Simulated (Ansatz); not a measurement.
The system is LaBi2ClO4.

```
Bi La Cl O
1.0
     3.98890    0.00000    0.00000
     0.00000    3.98890    0.00000
     0.00000    0.00000    9.33319
Bi La Cl O
2 1 1 4
Direct
  0.50000 0.50000 0.72162
  0.50000 0.50000 0.27838
  0.00000 0.00000 0.00000
  0.00000 0.00000 0.50000
  0.50000 0.00000 0.83834
  0.50000 0.00000 0.16166
  0.00000 0.50000 0.83834
  0.00000 0.50000 0.16166
```

The cell is a database's computed one.

```yaml
Program: Ansatz 0.2.0
Task: relaxation of cell and atoms
Functional: PBEsol
Potentials_or_basis: Ansatz PAW
Cutoff: "420 eV (not typed: the program's choice for these potentials)"
k_mesh: 7 × 7 × 3
Occupations: fermi-dirac, width 0.05 eV
Spin: no spin polarisation
Hubbard_terms: La f U = 1 eV
```

At the start: volume 18.56 Å³/atom.

Q: How do energy, volume and symmetry change on relaxing?

A: It ends after 9 steps and the volume is 17.44 Å³/atom (-6.0 %); space group P4/mmm (No. 123, to 0.05 Å).

Step by step:
| step | energy change (eV) | largest force (eV/Å) | volume (Å³) |
| --- | --- | --- | --- |
| 1 | 0.0000 | 0.3307 | 148.50 |
| 2 | -0.0924 | 0.2363 | 137.83 |
| 3 | -0.1188 | 0.0505 | 139.88 |
| 4 | -0.1185 | 0.0665 | 140.23 |
| 5 | -0.1195 | 0.0836 | 139.96 |
| 6 | -0.1199 | 0.0009 | 140.00 |
| 7 | -0.1053 | 0.0007 | 140.00 |
| 8 | -0.1067 | 0.0005 | 139.53 |
| 9 | -0.1055 | 0.0005 | 139.53 |

Final structure:
```
Bi La Cl O
1.0
     3.93568    0.00000    0.00000
     0.00000    3.93568    0.00000
     0.00000    0.00000    9.00807
Bi La Cl O
2 1 1 4
Direct
  0.50000 0.50000 0.71326
  0.50000 0.50000 0.28674
  0.00000 0.00000 0.00000
  0.00000 0.00000 0.50000
  0.50000 0.00000 0.83283
  0.50000 0.00000 0.16717
  0.00000 0.50000 0.83283
  0.00000 0.50000 0.16717
```

Caveat: the magnetic or orbital state may not be the lowest; the plane-wave basis is chosen anew once the cell has moved, so the energies of steps on either side of that aren't comparable; the pressure holds a Pulay correction of +0.4 GPa for the finite cutoff; the PAW data sets come from PBE, with cores solved anew for the run's functional, which leaves a small shift of forces and pressure.
